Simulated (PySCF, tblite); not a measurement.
# C₆H₁₁B: dynamics, then NMR shifts on frames

Aim: move C₆H₁₁B (`B/C(=C\C)C(=C)C`) away from its starting geometry and see how NMR shifts follow the geometry.

Computed with tblite 0.8.0 and PySCF 2.14.0, with density-fitted response routines of our own, on a single molecule in the gas phase. Atoms count from 0, in the outputs and in this text.

## Step 1: The starting structure

18 atoms, charge 0, multiplicity 1; geometry from: GFN2-xTB.

Bonds of the start (Å): B0–C1 1.55, C1–C2 1.35, C2–C3 1.49, C1–C4 1.48, C4–C5 1.33, C4–C6 1.50, B0–H7 1.17, B0–H8 1.17, C2–H9 1.08, C3–H10 1.09, C3–H11 1.09, C3–H12 1.09, C5–H13 1.08, C5–H14 1.08, C6–H15 1.09, C6–H16 1.09, C6–H17 1.09.

## Step 2: Dynamics with GFN2-xTB

Job settings and geometry (Å):

```
{"job": {"kind": "md", "xc": "GFN2-xTB", "basis": "xTB", "temperature": 200, "steps": 2000, "every": 50, "frames": 5}, "charge": 0, "multiplicity": 1}
B      0.659377     1.249800     1.295960
C      0.199986     0.289793     0.165723
C      1.042014    -0.281964    -0.715651
C      2.520247    -0.112683    -0.757812
C     -1.243357    -0.027081     0.091874
C     -2.145395     0.878284     0.459414
C     -1.667987    -1.375946    -0.415942
H      0.140840     1.192401     2.343085
H      1.509852     2.035889     1.129808
H      0.660848    -0.964386    -1.467119
H      2.848714     0.713864    -0.135567
H      3.005787    -1.022680    -0.400660
H      2.849074     0.047446    -1.784595
H     -3.203691     0.681038     0.414472
H     -1.854248     1.855702     0.804789
H     -1.551315    -1.434710    -1.498082
H     -1.065118    -2.162755     0.033978
H     -2.714386    -1.555692    -0.181998
```

Method: GFN2-xTB Langevin dynamics, gas phase.

Launch:

```
$ OMP_NUM_THREADS=1 python probes_run.py task.json out
```

The driver reads the jobs from task.json and runs them one after another.

The program printed:

```text
t/fs     T/K      E/eV
    0.0   169.6   -533.94864
   25.0   126.8   -533.70355
   50.0   117.6   -533.69191
   75.0   142.8   -533.58180
  100.0   163.1   -533.69681
  125.0   114.1   -533.66331
  150.0   160.7   -533.68213
  175.0   133.3   -533.57414
  200.0   179.6   -533.58176
  225.0   202.0   -533.59132
  250.0   170.6   -533.56984
  275.0   150.0   -533.52147
  300.0   234.7   -533.60493
  325.0   192.8   -533.55545
  350.0   171.4   -533.57586
  375.0   192.1   -533.53274
  400.0   204.9   -533.48363
  425.0   201.0   -533.62063
  450.0   158.2   -533.59444
  475.0   128.5   -533.58770
  500.0   158.2   -533.55290
  525.0   193.1   -533.61723
  550.0   218.4   -533.58261
  575.0   148.1   -533.39978
  600.0   151.5   -533.47711
  625.0   134.4   -533.56643
  650.0   137.7   -533.58904
  675.0   182.9   -533.63384
  700.0   182.6   -533.53750
  725.0   144.8   -533.50463
  750.0   165.4   -533.58696
  775.0   156.9   -533.52309
  800.0   165.1   -533.58555
  825.0   171.1   -533.58563
  850.0   179.7   -533.59003
  875.0   179.5   -533.60077
  900.0   209.9   -533.62271
  925.0   166.5   -533.57558
  950.0   176.0   -533.57347
  975.0   189.5   -533.57985
 1000.0   136.4   -533.54153
```

Wall time 8.8 s (1 thread of Arm Neoverse V2, shared host); peak memory 0.18 GiB.

Distance from the start (root mean square after alignment): 0 fs 0.00 Å, 200 fs 0.18 Å, 400 fs 0.42 Å, 600 fs 0.79 Å, 800 fs 1.12 Å, 1000 fs 1.42 Å.

Positions (Å) and forces (eV/Å) at 1000 fs:

```xyz
18

B     1.237   -1.677    0.977   -0.062   -0.288   -0.056
C     0.646   -0.631    0.065   -1.149    0.589    0.049
C     1.296    0.061   -0.874    0.078    0.157   -0.392
C     2.696   -0.086   -1.349    1.029    0.278    0.892
C    -0.809   -0.248    0.293    1.746    0.468    0.584
C    -1.119    0.942    0.803    0.684    0.464   -0.704
C    -1.811   -1.280    0.108   -2.584   -0.239   -0.292
H     0.465   -2.342    1.511    0.014   -0.488    0.507
H     2.382   -1.760    1.070    0.358   -0.214    0.252
H     0.721    0.824   -1.380    0.088    0.217   -0.303
H     2.723   -0.247   -2.429    0.038   -0.067    0.171
H     3.190    0.918   -1.152   -0.273   -1.154   -0.252
H     3.279   -0.908   -0.814   -0.852    1.163   -0.764
H    -2.150    1.261    0.930    0.390   -0.054    0.176
H    -0.312    1.692    0.916   -0.819   -0.487    0.125
H    -1.796   -1.890   -0.765    0.877   -0.276   -1.011
H    -1.941   -2.010    0.894    0.309    0.097    0.663
H    -2.785   -0.762   -0.002    0.127   -0.167    0.354
```

## Step 3: NMR shieldings: 250 fs, PBE0/pcSseg-1

Job settings and geometry (Å):

```
{"job": {"kind": "nmr", "xc": "PBE0", "basis": "pcSseg-1", "pop": false}, "charge": 0, "multiplicity": 1}
B      0.571900     0.409700     1.630500
C      0.120000     0.077500     0.175300
C      1.054300    -0.454600    -0.651400
C      2.468500    -0.572900    -0.362200
C     -1.297600    -0.046000    -0.105900
C     -2.161300     0.823600     0.419000
C     -1.678800    -1.224700    -0.925200
H     -0.058000    -0.076900     2.554800
H      1.383800     1.215700     1.884700
H      0.722500    -0.912200    -1.586900
H      2.772900    -0.065300     0.541500
H      2.729300    -1.623100    -0.310300
H      3.037100    -0.223300    -1.275600
H     -3.201400     0.689500     0.265300
H     -1.763100     1.609800     0.977300
H     -1.570600    -1.011700    -1.952800
H     -1.177700    -2.130300    -0.645700
H     -2.714300    -1.426700    -0.718100
```

Method: GIAO PBE0/pcSseg-1 NMR shielding, non-relativistic, gas phase.

The program printed:

```text
coarse grid: 14424 points
cycle   1  E = -259.5690933390  dE =  7.771e-01  |g| = 4.328e-01  |ddm| = 3.745e+00
cycle   2  E = -259.5659597917  dE =  3.134e-03  |g| = 4.556e-01  |ddm| = 9.422e-01
cycle   3  E = -259.6214063179  dE = -5.545e-02  |g| = 8.604e-02  |ddm| = 5.629e-01
cycle   4  E = -259.6229675203  dE = -1.561e-03  |g| = 3.770e-02  |ddm| = 1.036e-01
cycle   5  E = -259.6233325222  dE = -3.650e-04  |g| = 4.673e-03  |ddm| = 3.877e-02
cycle   6  E = -259.6233388542  dE = -6.332e-06  |g| = 1.663e-03  |ddm| = 6.998e-03
final grid: 137552 points
cycle   7  E = -259.6650248818  dE = -5.152e-05  |g| = 8.559e-03  |ddm| = 4.153e-02
cycle   8  E = -259.6650174631  dE =  7.419e-06  |g| = 9.994e-03  |ddm| = 1.971e-02
cycle   9  E = -259.6650442300  dE = -2.677e-05  |g| = 1.961e-03  |ddm| = 1.167e-02
cycle  10  E = -259.6650452501  dE = -1.020e-06  |g| = 2.548e-04  |ddm| = 2.043e-03
cycle  11  E = -259.6650452659  dE = -1.582e-08  |g| = 9.152e-05  |ddm| = 3.205e-04
cycle  12  E = -259.6650452677  dE = -1.804e-09  |g| = 3.530e-05  |ddm| = 9.897e-05
cycle  13  E = -259.6650452680  dE = -2.760e-10  |g| = 1.207e-05  |ddm| = 4.060e-05
converged SCF energy = -259.6650452680

GIAO shielding tensors (ppm)
atom      isotropic    diamagn.    paramagn.     s11        s22        s33       span
  0 B       21.557     195.906    -174.348    -42.084    -20.901    127.658    169.742
  1 C       20.692     258.421    -237.730    -77.574     -4.023    143.673    221.247
  2 C       34.751     258.260    -223.509    -72.992     18.351    158.893    231.885
  3 C      163.844     248.526     -84.683    143.761    158.120    189.651     45.890
  4 C       30.598     262.167    -231.569    -86.025     20.507    157.313    243.338
  5 C       66.685     254.379    -187.694    -38.571     89.617    149.009    187.580
  6 C      165.840     246.390     -80.550    144.935    163.900    188.685     43.751
  7 H       23.952      30.975      -7.022     17.507     26.236     28.115     10.608
  8 H       23.689      31.729      -8.040     16.821     25.457     28.789     11.968
  9 H       25.075      35.181     -10.105     21.205     23.758     30.263      9.057
 10 H       29.390      30.858      -1.468     24.797     29.404     33.968      9.171
 11 H       29.673      28.658       1.015     26.111     28.177     34.732      8.620
 12 H       28.599      27.222       1.376     24.776     26.415     34.606      9.830
 13 H       26.608      31.401      -4.793     23.284     25.793     30.747      7.463
 14 H       27.471      34.274      -6.804     23.278     26.688     32.447      9.169
 15 H       29.986      30.433      -0.447     26.701     28.246     35.011      8.311
 16 H       30.620      31.263      -0.643     26.834     29.950     35.076      8.242
 17 H       30.105      29.431       0.673     25.973     29.281     35.060      9.087
```

Run time: 18 s. Hardware: 1 thread of Arm Neoverse V2, shared host; peak memory 0.78 GiB.

Shifts follow as δ = σ(reference) − σ, with reference shieldings (ppm) from runs at the same level and on the same kind of geometry: ¹H TMS 31.72, ¹³C TMS 186.9, ¹¹B BF3·OEt2 100.1. The references are single molecules in the gas phase. Each atom is listed at this fixed geometry, with no averaging over motion; a spectrum would average atoms that exchange fast.

```csv
atoms,environment,σ (ppm),δ (ppm)
C1,fully substituted alkene carbon,20.7,166.2
C4,fully substituted alkene carbon,30.6,156.3
C2,alkene CH,34.8,152.2
C5,terminal =CH2 carbon,66.7,120.2
C3,allylic methyl carbon,163.8,23.1
C6,allylic methyl carbon,165.8,21.1
H8,hydrogen on a boron bonded to C,23.69,8.03
H7,hydrogen on a boron bonded to C,23.95,7.76
H9,hydrogen on an alkene CH,25.08,6.64
H13,hydrogen on a terminal =CH2 carbon,26.61,5.11
H14,hydrogen on a terminal =CH2 carbon,27.47,4.25
H12,hydrogen on an allylic methyl carbon,28.60,3.12
H10,hydrogen on an allylic methyl carbon,29.39,2.33
H11,hydrogen on an allylic methyl carbon,29.67,2.04
H15,hydrogen on an allylic methyl carbon,29.99,1.73
H17,hydrogen on an allylic methyl carbon,30.10,1.61
H16,hydrogen on an allylic methyl carbon,30.62,1.10
B0,"boron bonded to C, 2 H",21.6,78.5
```

## Step 4: NMR shieldings: 425 fs, PBE0/pcSseg-1

Job settings and geometry (Å):

```
{"job": {"kind": "nmr", "xc": "PBE0", "basis": "pcSseg-1", "pop": false}, "charge": 0, "multiplicity": 1}
B      1.099200    -0.442000     1.799300
C      0.511700    -0.333600     0.386000
C      1.299500    -0.494000    -0.678000
C      2.751200    -0.744200    -0.871600
C     -0.919400    -0.097900     0.161800
C     -1.472600     1.045100     0.542000
C     -1.733100    -1.095600    -0.566600
H      0.512800    -0.845600     2.762800
H      2.160400     0.008000     1.944400
H      0.847900    -0.247600    -1.690200
H      3.323800    -0.833700     0.060400
H      2.846500    -1.679700    -1.448800
H      3.204000     0.080600    -1.424900
H     -2.506300     1.329300     0.393500
H     -0.920600     1.817900     1.087700
H     -1.248400    -1.497400    -1.467500
H     -1.773400    -2.014100     0.054500
H     -2.699700    -0.725200    -0.811300
```

Level: GIAO PBE0/pcSseg-1 NMR shielding, non-relativistic, gas phase.

The program printed:

```text
coarse grid: 14424 points
cycle   1  E = -259.5750726629  dE =  6.719e-01  |g| = 4.214e-01  |ddm| = 3.681e+00
cycle   2  E = -259.5686597125  dE =  6.413e-03  |g| = 4.590e-01  |ddm| = 9.212e-01
cycle   3  E = -259.6250153439  dE = -5.636e-02  |g| = 9.067e-02  |ddm| = 5.415e-01
cycle   4  E = -259.6268085410  dE = -1.793e-03  |g| = 3.609e-02  |ddm| = 1.021e-01
cycle   5  E = -259.6271369889  dE = -3.284e-04  |g| = 6.185e-03  |ddm| = 3.571e-02
cycle   6  E = -259.6271469528  dE = -9.964e-06  |g| = 2.766e-03  |ddm| = 8.741e-03
final grid: 137552 points
cycle   7  E = -259.6688462266  dE = -4.054e-05  |g| = 8.304e-03  |ddm| = 3.662e-02
cycle   8  E = -259.6688392530  dE =  6.974e-06  |g| = 9.923e-03  |ddm| = 1.574e-02
cycle   9  E = -259.6688638791  dE = -2.463e-05  |g| = 1.696e-03  |ddm| = 8.723e-03
cycle  10  E = -259.6688646400  dE = -7.609e-07  |g| = 2.549e-04  |ddm| = 1.828e-03
cycle  11  E = -259.6688646550  dE = -1.500e-08  |g| = 9.623e-05  |ddm| = 3.495e-04
cycle  12  E = -259.6688646570  dE = -2.029e-09  |g| = 3.695e-05  |ddm| = 1.115e-04
cycle  13  E = -259.6688646574  dE = -3.453e-10  |g| = 1.065e-05  |ddm| = 4.134e-05
converged SCF energy = -259.6688646574

GIAO shielding tensors (ppm)
atom      isotropic    diamagn.    paramagn.     s11        s22        s33       span
  0 B       27.348     193.813    -166.465    -27.108    -23.441    132.592    159.700
  1 C       31.126     256.318    -225.192    -67.993      5.174    156.196    224.189
  2 C       22.237     260.036    -237.800    -85.731      4.715    147.725    233.456
  3 C      162.684     247.747     -85.063    145.136    161.028    181.888     36.753
  4 C       31.076     259.835    -228.759    -87.700     26.829    154.099    241.799
  5 C       67.530     254.076    -186.546    -25.904     81.292    147.201    173.105
  6 C      158.101     247.036     -88.935    134.669    151.866    187.767     53.098
  7 H       24.323      30.257      -5.934     18.683     26.357     27.929      9.246
  8 H       24.294      31.899      -7.605     17.441     26.640     28.802     11.361
  9 H       24.357      34.352      -9.995     20.632     22.310     30.130      9.498
 10 H       29.109      29.628      -0.519     25.227     28.082     34.020      8.793
 11 H       29.248      27.027       2.221     25.476     27.747     34.522      9.045
 12 H       29.487      28.480       1.007     25.869     27.388     35.203      9.333
 13 H       26.433      31.494      -5.061     24.332     25.518     29.449      5.116
 14 H       27.145      32.552      -5.407     24.329     25.760     31.344      7.015
 15 H       29.622      30.763      -1.141     25.712     29.178     33.977      8.265
 16 H       28.972      28.615       0.357     25.761     27.167     33.987      8.226
 17 H       30.130      30.565      -0.435     26.429     28.833     35.129      8.701
```

Run time: 18 s. Hardware: 1 thread of Arm Neoverse V2, shared host; peak memory 0.8 GiB.

In short: δ C2 164.7, C4 155.8, C1 155.8, C5 119.4, H8 7.42, H7 7.39 ppm.

(Part 1 of 2 ends here.)
